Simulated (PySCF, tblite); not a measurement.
# C₁₂H₆N₂: geometry, infrared bands, NMR shifts, spin-spin couplings and electronic excitations

Wanted: the infrared bands, NMR shifts, spin-spin couplings and electronic excitations of C₁₂H₆N₂ (`C#CC1=C[C@H]2C(C#N)=C[C@@H]1C=C2C#N`), by calculation.

Computed with tblite 0.8.0 and PySCF 2.14.0, with density-fitted response routines of our own, on a single molecule in the gas phase. Atoms count from 0, in the outputs and in this text.

## Step 1: Starting geometry

20 atoms, charge 0, multiplicity 1; geometry from: force field or distance geometry start.

Bonds of the start (Å): C0–C1 1.21, C1–C2 1.40, C2–C3 1.36, C3–C4 1.54, C4–C5 1.55, C5–C6 1.42, C6–N7 1.16, C5–C8 1.36, C8–C9 1.54, C9–C10 1.54, C10–C11 1.36, C11–C12 1.42, C12–N13 1.15, C9–C2 1.56, C11–C4 1.55, C0–H14 1.05, C3–H15 1.10, C4–H16 1.09, C8–H17 1.08, C9–H18 1.09, C10–H19 1.07.

## Step 2: Optimising the geometry with GFN2-xTB

What the job is given:

```
{"job": {"kind": "relax", "xc": "GFN2-xTB", "basis": "xTB"}, "charge": 0, "multiplicity": 1}
C      3.638500    -1.575800    -0.474600
C      2.536200    -1.083300    -0.343300
C      1.265200    -0.519200    -0.165600
C      0.869000     0.142200     0.949000
C     -0.580900     0.661100     0.886400
C     -0.636200     1.548600    -0.387400
C     -1.037900     2.907100    -0.346800
N     -1.368800     4.017300    -0.295500
C     -0.244700     0.893800    -1.512500
C      0.148100    -0.570000    -1.249700
C     -1.073800    -1.219000    -0.576400
C     -1.457500    -0.572100     0.557700
C     -2.545100    -0.960600     1.383900
N     -3.424600    -1.276500     2.046100
H      4.594300    -1.993700    -0.592100
H      1.488100     0.282800     1.843800
H     -0.877200     1.187700     1.795800
H     -0.210600     1.330300    -2.502400
H      0.452900    -1.087500    -2.159500
H     -1.540100    -2.102500    -0.968500
```

On the command line:

```bash
$ OMP_NUM_THREADS=2 python probes_run.py task.json out
```

This one command runs all jobs of the session in turn.

**Question.** This job is followed by: GFN2-xTB harmonic vibrations, gas phase; PBE0-D3(BJ)/def2-SVP geometry optimisation, gas phase; GIAO PBE0/pcSseg-1 NMR shielding, non-relativistic, gas phase; B3LYP/pcJ-1 indirect spin-spin coupling, non-relativistic, gas phase; TDDFT B3LYP/def2-SVPD, vertical, gas phase, core orbitals frozen in the response; GIAO wB97X-D/pcSseg-1 NMR shielding, non-relativistic, gas phase. Predict these results of the whole session: strongest single infrared mode (GFN2-xTB); zero-point energy (GFN2-xTB); point group; rotational constants (main isotopes); 13C shifts against TMS (PBE0/pcSseg-1, means over atoms taken as alike); 1H shifts against TMS (PBE0/pcSseg-1, means over atoms taken as alike); 15N shifts against NH3 (PBE0/pcSseg-1, means over atoms taken as alike); largest coupling of the table (B3LYP/pcJ-1); lowest singlet (B3LYP/def2-SVPD); brightest single state of those computed; lowest triplet; range of the shift of N7 (with its like atoms).

As calculated:

| quantity | value |
| --- | --- |
| strongest single infrared mode (GFN2-xTB) | 2369 cm⁻¹, 242 km/mol |
| zero-point energy (GFN2-xTB) | 86.1 kcal/mol |
| point group | Cs |
| rotational constants (main isotopes) | 0.91, 0.63, 0.44 GHz |
| 13C shifts against TMS (PBE0/pcSseg-1, means over atoms taken as alike) | 164.0, 156.3, 144.4, 135.8, 120.2, 101.1, 80.9, 59.1, 58.0 ppm |
| 1H shifts against TMS (PBE0/pcSseg-1, means over atoms taken as alike) | 7.61, 7.35, 4.58, 4.57, 3.96 ppm |
| 15N shifts against NH3 (PBE0/pcSseg-1, means over atoms taken as alike) | 341.0 ppm |
| largest coupling of the table (B3LYP/pcJ-1) | 1J(C,H) C0–H14, 279.3 Hz |
| lowest singlet (B3LYP/def2-SVPD) | 3.71 eV (334 nm), f = 0.010 |
| brightest single state of those computed | state 9, 5.77 eV, f = 0.299 |
| lowest triplet | 2.83 eV |
| range of the shift of N7 (with its like atoms) | 335.7 to 341.0 ppm |

**Reading.** Relaxing lowered the energy by 0.214 eV in 48 steps; the close pair that moved most is C3–C4, from 1.541 to 1.510 Å (GFN2-xTB). No mode is imaginary among the 54: a minimum at this level. The strongest single mode, at 2369 cm⁻¹, is carried by C6, C12, N7, N13. Unscaled tight-binding wavenumbers are off by several per cent, some by more. Its intensities can rank the bands wrongly. The start of the PBE0/def2-SVP relaxation was shaken at random by about 0.01 Å, so part of the energy gained, and of the first lengths quoted, undoes that. Relaxing lowered the energy by 0.232 eV in 6 steps; the close pair that moved most is C0–H14, from 1.021 to 1.075 Å (PBE0/def2-SVP). At PBE0/pcSseg-1: Shielding is most anisotropic at N7, N13 (span 417 ppm, paramagnetic term -414 ppm). Couplings across rotatable bonds belong to this one conformer; where others are populated, the observed values are averages. The lowest singlet, at 3.71 eV, is HOMO→LUMO 0.97 and is weak; of the 10 states computed, the strongest absorption comes from state 9 at 5.77 eV. The lowest triplet lies 0.88 eV below the lowest singlet (triplets in Tamm-Dancoff, singlets in full TDDFT). The lowest singlet moves an electron between orbitals on different atoms, a charge-transfer state, which B3LYP without long-range exact exchange places too low; its energy and rank are unsure. In ppm, N7 (with its like atoms) moves most: its shift spreads over 5.3 ppm, from 335.7 (wB97X-D/pcSseg-1) to 341.0 (PBE0/pcSseg-1). Part of that comes from the computed reference. The conformer search found further structures of the same energy, which may be mirror or relabelled copies of this one.
